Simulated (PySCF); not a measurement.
# F4Sn: the cost of one run

Method: levels as typed in each script, gas phase, geometry from GFN2-xTB; program: PySCF 2.14.0.

**1. The system as given**

5 atoms, charge 0, spin multiplicity 1.

Bond lengths: F1–Sn2 1.915 Å, Sn2–F3 1.915 Å, Sn2–F4 1.915 Å, Sn2–F5 1.915 Å. Angles: F1–Sn2–F3 109.5°, F1–Sn2–F4 109.5°, F1–Sn2–F5 109.4°, F3–Sn2–F4 109.4°, F3–Sn2–F5 109.5°, F4–Sn2–F5 109.5°.

Coordinates:

```xyz
5

F     1.06714   -1.14400   -1.10485
Sn    0.00004    0.00001    0.00002
F    -1.06725    1.14397   -1.10485
F    -1.14514   -1.06618    1.10479
F     1.14504    1.06616    1.10479
```

**2. Density, bond paths and surface potential (wB97X/def2-tzvp)**

Input file input.py:

```python
import numpy as np
from pyscf import gto, scf, dft
from pyscf.scf import atom_ks, atom_hf
from scipy.linalg import block_diag

def solve(mol, dm0=None, hcore=None):
    mf = (dft.UKS if mol.spin else dft.RKS)(mol, xc='wb97x')
    mf.grids.level = 3
    mf = mf.density_fit(auxbasis='def2-universal-jkfit')
    mf.conv_tol, mf.max_cycle = 1e-8, 80
    if hcore is not None:
        mf.get_hcore = lambda *args: hcore
    mf.kernel(dm0)
    if not mf.converged:
        mf = mf.newton().run(mf.mo_coeff, mf.mo_occ, max_cycle=30)
    assert mf.converged, 'SCF not converged'
    return mf

mol = gto.M(atom='''
F      1.06714    -1.14400    -1.10485
Sn     0.00004     0.00001     0.00002
F     -1.06725     1.14397    -1.10485
F     -1.14514    -1.06618     1.10479
F      1.14504     1.06616     1.10479
''', basis='def2-tzvp', ecp={'Sn': 'def2-tzvp'}, charge=0, spin=0, verbose=4)
mf = solve(mol)
mf.analyze()
# spherically averaged free atoms, for the promolecule
atom_ks.AtomSphAverageRKS.init_guess_by_vsap = lambda self, mol=None: self.init_guess_by_minao(mol)  # core potentials
atm = atom_ks.get_atm_nrks(mol, xc='wb97x')
pro = block_diag(*[(atm[a[0]][2] * atm[a[0]][3]) @ atm[a[0]][2].T for a in mol._atom])
np.savez('result.npz', e=mf.e_tot, c=mf.mo_coeff, occ=mf.mo_occ, eps=mf.mo_energy, pro=pro, dip=mf.dip_moment(verbose=0), s2=mf.spin_square()[0])
```

Launch:

```console
> OMP_NUM_THREADS=1 python input.py
```

**Question.** How long does this run take on 1 thread of AMD EPYC 9R45 (Zen 5), shared host, and how much memory does it need?

About 7.7 s, with a peak of 0.66 GiB.
